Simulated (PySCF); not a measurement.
# BH6OPSi: NMR shifts at several levels of theory, part 2 of 2

PySCF 2.14.0. Atoms count from 0.

**9. NMR shieldings: KT3/pcSseg-2**

What the job is given:

```
{"job": {"kind": "nmr", "xc": "KT3", "basis": "pcSseg-2", "pop": false}, "charge": 0, "multiplicity": 1}
B      2.007829    -0.187431    -0.676229
P      0.594611    -0.916951     0.261397
Si    -1.100741     0.547084     0.164168
O     -2.534812    -0.148152     0.640821
H      3.139023    -0.340570    -0.287511
H      1.780614     0.330663    -1.742550
H      0.972455    -1.024536     1.624476
H     -1.102727     0.978279    -1.266497
H     -0.916849     1.707419     1.074104
H     -2.786203    -0.959678     0.189020
```

Method: GIAO KT3/pcSseg-2 NMR shielding, non-relativistic, gas phase.

What it wrote:

```text
coarse grid: 9144 points
cycle   1  E = -740.8077877243  dE =  1.612e-01  |g| = 8.767e-01  |ddm| = 2.219e+00
cycle   2  E = -740.0988816037  dE =  7.089e-01  |g| = 1.983e+00  |ddm| = 2.376e+00
cycle   3  E = -740.9454619172  dE = -8.466e-01  |g| = 1.948e-01  |ddm| = 2.092e+00
cycle   4  E = -740.9520759130  dE = -6.614e-03  |g| = 1.302e-01  |ddm| = 3.525e-01
cycle   5  E = -740.9574774925  dE = -5.402e-03  |g| = 4.334e-02  |ddm| = 1.646e-01
cycle   6  E = -740.9580626990  dE = -5.852e-04  |g| = 1.362e-02  |ddm| = 5.629e-02
cycle   7  E = -740.9581252828  dE = -6.258e-05  |g| = 3.101e-03  |ddm| = 1.706e-02
cycle   8  E = -740.9581280744  dE = -2.792e-06  |g| = 1.058e-03  |ddm| = 4.858e-03
final grid: 78504 points
cycle   9  E = -740.9927156461  dE = -2.251e-04  |g| = 1.635e-02  |ddm| = 3.899e-02
cycle  10  E = -740.9926648316  dE =  5.081e-05  |g| = 2.062e-02  |ddm| = 1.810e-02
cycle  11  E = -740.9927305728  dE = -6.574e-05  |g| = 7.333e-03  |ddm| = 1.589e-02
cycle  12  E = -740.9927403562  dE = -9.783e-06  |g| = 9.102e-04  |ddm| = 4.865e-03
cycle  13  E = -740.9927405834  dE = -2.272e-07  |g| = 2.013e-04  |ddm| = 1.190e-03
cycle  14  E = -740.9927405959  dE = -1.253e-08  |g| = 7.642e-05  |ddm| = 3.022e-04
cycle  15  E = -740.9927405976  dE = -1.672e-09  |g| = 3.289e-05  |ddm| = 1.056e-04
cycle  16  E = -740.9927405980  dE = -4.080e-10  |g| = 4.470e-06  |ddm| = 4.316e-05
converged SCF energy = -740.9927405980

GIAO shielding tensors (ppm)
atom      isotropic    diamagn.    paramagn.     s11        s22        s33       span
  0 B       26.148     194.852    -168.704    -69.357      6.302    141.498    210.855
  1 P      421.724     973.223    -551.499    264.904    480.803    519.464    254.559
  2 Si     376.608     879.893    -503.285    320.176    362.381    447.267    127.090
  3 O      283.443     382.855     -99.413    251.850    289.367    309.111     57.261
  4 H       23.642      29.140      -5.498     16.138     26.790     27.998     11.860
  5 H       23.730      30.405      -6.675     15.679     27.048     28.462     12.783
  6 H       27.127      30.986      -3.859     23.527     25.706     32.149      8.622
  7 H       25.619      30.291      -4.671     22.104     24.713     30.041      7.936
  8 H       25.879      29.160      -3.281     22.263     25.294     30.080      7.817
  9 H       30.793      31.544      -0.751     23.723     26.759     41.897     18.174
```

Wall time 31 s (1 thread of Arm Neoverse V1, shared host); peak memory 0.91 GiB.

This run: δ B0 72.5, P1 -100.2, Si2 -18.4, O3 40.4, H4 7.67, H7 5.60 ppm (means over like atoms).

**10. NMR shieldings: B97-D/pcSseg-2**

The job, as its differences from that of step 9:

```diff
@@ -1,2 +1,2 @@
-{"job": {"kind": "nmr", "xc": "KT3", "basis": "pcSseg-2", "pop": false}, "charge": 0, "multiplicity": 1}
+{"job": {"kind": "nmr", "xc": "B97-D", "basis": "pcSseg-2", "pop": false}, "charge": 0, "multiplicity": 1}
 B      2.007829    -0.187431    -0.676229
```

Level: GIAO B97-D/pcSseg-2 NMR shielding, non-relativistic, gas phase.

What it wrote:

```text
coarse grid: 9144 points
cycle   1  E = -734.4145288223  dE =  1.473e-01  |g| = 8.783e-01  |ddm| = 2.245e+00
cycle   2  E = -733.7225342703  dE =  6.920e-01  |g| = 1.991e+00  |ddm| = 2.212e+00
cycle   3  E = -734.5495304898  dE = -8.270e-01  |g| = 1.891e-01  |ddm| = 1.939e+00
cycle   4  E = -734.5553568463  dE = -5.826e-03  |g| = 1.308e-01  |ddm| = 3.359e-01
cycle   5  E = -734.5607757676  dE = -5.419e-03  |g| = 4.190e-02  |ddm| = 1.608e-01
cycle   6  E = -734.5613229893  dE = -5.472e-04  |g| = 1.428e-02  |ddm| = 5.436e-02
cycle   7  E = -734.5613852910  dE = -6.230e-05  |g| = 3.046e-03  |ddm| = 1.673e-02
cycle   8  E = -734.5613879119  dE = -2.621e-06  |g| = 1.062e-03  |ddm| = 4.843e-03
final grid: 78504 points
cycle   9  E = -734.5685924764  dE = -9.982e-05  |g| = 8.608e-03  |ddm| = 3.102e-02
cycle  10  E = -734.5685602098  dE =  3.227e-05  |g| = 1.162e-02  |ddm| = 1.612e-02
cycle  11  E = -734.5686003929  dE = -4.018e-05  |g| = 3.909e-03  |ddm| = 1.446e-02
cycle  12  E = -734.5686047864  dE = -4.393e-06  |g| = 2.709e-04  |ddm| = 3.757e-03
cycle  13  E = -734.5686048039  dE = -1.759e-08  |g| = 1.206e-04  |ddm| = 4.477e-04
cycle  14  E = -734.5686048077  dE = -3.730e-09  |g| = 5.828e-05  |ddm| = 1.459e-04
cycle  15  E = -734.5686048084  dE = -7.331e-10  |g| = 1.286e-05  |ddm| = 4.939e-05
converged SCF energy = -734.5686048084

GIAO shielding tensors (ppm)
atom      isotropic    diamagn.    paramagn.     s11        s22        s33       span
  0 B       22.626     194.842    -172.216    -74.409      2.663    139.625    214.034
  1 P      390.826     972.124    -581.298    227.166    452.749    492.563    265.397
  2 Si     357.304     878.327    -521.023    300.178    344.188    427.547    127.369
  3 O      284.397     383.294     -98.897    253.276    290.964    308.950     55.674
  4 H       23.642      29.308      -5.666     16.002     26.910     28.013     12.011
  5 H       23.710      30.337      -6.627     15.498     27.156     28.476     12.979
  6 H       27.175      30.859      -3.684     23.594     25.801     32.129      8.535
  7 H       25.605      30.208      -4.603     22.087     24.728     30.001      7.913
  8 H       25.869      29.094      -3.225     22.247     25.313     30.048      7.801
  9 H       30.726      31.504      -0.777     23.656     26.659     41.864     18.208
```

Run time: 29 s. Hardware: 1 thread of Arm Neoverse V1, shared host; peak memory 0.84 GiB.

This run: δ B0 73.7, P1 -96.3, Si2 -20.7, O3 40.8, H4 7.72, H7 5.66 ppm (means over like atoms).

**11. Shielding tensors: B3LYP/pcSseg-2**

The job, as its differences from that of step 10:

```diff
@@ -1,2 +1,2 @@
-{"job": {"kind": "nmr", "xc": "B97-D", "basis": "pcSseg-2", "pop": false}, "charge": 0, "multiplicity": 1}
+{"job": {"kind": "nmr", "xc": "B3LYP", "basis": "pcSseg-2", "pop": false}, "charge": 0, "multiplicity": 1}
 B      2.007829    -0.187431    -0.676229
```

Method: GIAO B3LYP/pcSseg-2 NMR shielding, non-relativistic, gas phase.

What it wrote:

```text
coarse grid: 9144 points
cycle   1  E = -734.5700548650  dE =  1.233e-01  |g| = 7.950e-01  |ddm| = 2.199e+00
cycle   2  E = -734.2924474996  dE =  2.776e-01  |g| = 1.433e+00  |ddm| = 1.325e+00
cycle   3  E = -734.6807945717  dE = -3.883e-01  |g| = 1.085e-01  |ddm| = 1.016e+00
cycle   4  E = -734.6830144439  dE = -2.220e-03  |g| = 5.476e-02  |ddm| = 1.466e-01
cycle   5  E = -734.6839499960  dE = -9.356e-04  |g| = 1.238e-02  |ddm| = 6.129e-02
cycle   6  E = -734.6839918845  dE = -4.189e-05  |g| = 4.770e-03  |ddm| = 1.574e-02
cycle   7  E = -734.6839979674  dE = -6.083e-06  |g| = 7.476e-04  |ddm| = 4.838e-03
final grid: 78504 points
cycle   8  E = -734.6895045558  dE = -3.697e-05  |g| = 2.478e-03  |ddm| = 1.637e-02
cycle   9  E = -734.6895044258  dE =  1.299e-07  |g| = 2.158e-03  |ddm| = 3.939e-03
cycle  10  E = -734.6895055758  dE = -1.150e-06  |g| = 5.957e-04  |ddm| = 2.581e-03
cycle  11  E = -734.6895056755  dE = -9.971e-08  |g| = 1.672e-04  |ddm| = 6.443e-04
cycle  12  E = -734.6895056834  dE = -7.933e-09  |g| = 4.881e-05  |ddm| = 1.881e-04
cycle  13  E = -734.6895056840  dE = -5.108e-10  |g| = 1.712e-05  |ddm| = 4.430e-05
converged SCF energy = -734.6895056840

GIAO shielding tensors (ppm)
atom      isotropic    diamagn.    paramagn.     s11        s22        s33       span
  0 B       14.215     193.417    -179.202    -90.595     -6.428    139.668    230.263
  1 P      379.926     970.869    -590.943    201.382    445.946    492.451    291.070
  2 Si     345.061     876.867    -531.806    287.212    331.927    416.044    128.832
  3 O      286.462     383.452     -96.990    254.844    294.469    310.073     55.229
  4 H       23.464      29.322      -5.858     15.503     26.791     28.098     12.595
  5 H       23.537      30.189      -6.652     14.972     27.061     28.578     13.607
  6 H       27.240      30.792      -3.552     23.593     25.867     32.259      8.667
  7 H       25.687      29.981      -4.294     22.166     24.766     30.129      7.962
  8 H       25.920      28.887      -2.967     22.274     25.316     30.171      7.897
  9 H       30.646      31.526      -0.880     23.417     26.420     42.101     18.684
```

Wall time 21 s (1 thread of Arm Neoverse V1, shared host); peak memory 1 GiB.

This run: δ B0 82.2, P1 -96.6, Si2 -20.5, O3 39.4, H4 7.89, H7 5.59 ppm (means over like atoms).

**12. Side by side: NMR shifts**

Shifts (ppm) of some atoms, chosen among heavy atoms and hydrogens apart, means over like atoms, with basis size and wall time:

| run | H7 | H6 | H9 | B0 | P1 | Si2 | O3 | functions | time |
| --- | --- | --- | --- | --- | --- | --- | --- | --- | --- |
| HF/pcSseg-2 | 5.04 | 3.50 | 1.29 | 81.5 | -122.6 | -23.8 | 17.9 | 242 | 13 s |
| LDA/pcSseg-2 | 6.17 | 5.02 | 0.77 | 84.9 | -83.4 | -13.0 | 52.3 | 242 | 25 s |
| PBE/pcSseg-2 | 5.90 | 4.58 | 0.60 | 79.5 | -94.4 | -17.4 | 46.6 | 242 | 30 s |
| BLYP/pcSseg-2 | 5.77 | 4.32 | 0.60 | 79.7 | -84.5 | -21.2 | 47.6 | 242 | 30 s |
| BP86/pcSseg-2 | 5.88 | 4.50 | 0.61 | 78.6 | -94.1 | -17.9 | 44.4 | 242 | 29 s |
| OPBE/pcSseg-2 | 5.78 | 4.52 | 0.66 | 74.8 | -112.0 | -15.8 | 40.7 | 242 | 31 s |
| KT2/pcSseg-2 | 5.85 | 4.51 | 0.53 | 74.0 | -95.7 | -16.1 | 42.6 | 242 | 30 s |
| KT3/pcSseg-2 | 5.60 | 4.23 | 0.56 | 72.5 | -100.2 | -18.4 | 40.4 | 242 | 31 s |
| B97-D/pcSseg-2 | 5.66 | 4.22 | 0.67 | 73.7 | -96.3 | -20.7 | 40.8 | 242 | 29 s |
| B3LYP/pcSseg-2 | 5.59 | 4.15 | 0.74 | 82.2 | -96.6 | -20.5 | 39.4 | 242 | 21 s |

**13. Results**

What follows sums up all 2 parts.

| quantity | value |
| --- | --- |
| ¹H shifts against TMS (HF/pcSseg-2, means over atoms taken as alike) | 7.69, 5.04, 3.50, 1.29 ppm |
| ¹¹B shifts against BF3·OEt2 (HF/pcSseg-2) | 81.5 ppm |
| ³¹P shifts against H3PO4 (HF/pcSseg-2) | -122.6 ppm |
| ²⁹Si shifts against TMS (HF/pcSseg-2) | -23.8 ppm |
| ¹⁷O shifts against H2O (HF/pcSseg-2) | 17.9 ppm |
| range of the shift of P1 | -122.6 to -83.4 ppm |

What this shows: Single values in the summary come from the first run of each kind that ended normally (HF/pcSseg-2), which need not be the best level. At HF/pcSseg-2: Shielding is most anisotropic at P1 (span 253 ppm, paramagnetic term -503 ppm). Across the 10 runs the shift of P1 moves most, between -122.6 (HF/pcSseg-2) and -83.4 ppm (LDA/pcSseg-2).
